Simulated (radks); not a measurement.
# Mn⁺ in [Ne] 3s2 3p5.5 3d5 4s1.5: an all-electron calculation

What are the levels of the manganese ion Mn+, how large are its shells, and how does its energy divide?

Program: radks (a radial shooting solver on a logarithmic mesh, Libxc functionals) version 1. Level of theory: scalar-relativistic Kohn-Sham, r2SCAN, spin-polarised, spherical densities, finite nucleus; open shells are filled with parallel spins first. These are calculated values, not measurements, unless marked.

## 1. Starting point

```
element            : manganese (Z = 25)
charge             : +1
electrons          : 24
configuration      : [Ne] 3s2 3p5.5 3d5 4s1.5
nuclear rms radius : 3.7057 fm
```

## 2. The run

Input:

```text
Z 25
configuration [Ne] 3s2 3p5.5 3d5 4s1.5 4p0 5s0 4d0 4f0
relativity scalar-relativistic
functional r2scan,r2scan
spin polarised
nucleus finite rms 3.7057 fm
c 137.035999084
```

Command:

```
$ python run_ks.py task.json out
```

The same process makes all the runs of this session.

Q: Predict the outcome of this run.

**Answer**, as computed:

```
                        quantity                     value
                    total energy       -1157.55017 hartree
exchange-correlation share of it                    4.50 %
                            −T/E                    1.0111
          highest occupied level       4s down, -11.366 eV
    most extended occupied level  4s down, <r> = 2.96 bohr
 radius at density 0.001 e/bohr³                 4.07 bohr
    maxima of the radial density                         3
```

**Reading.** 4 principal shells are occupied and 3 maxima appear in the radial density; where shells overlap, one shows as a shoulder or not at all. Relativity lifts −T/E to 1.011. This is not the tabulated ground configuration, so its levels and sizes aren't those of the ground state, and no measured value stands beside it.
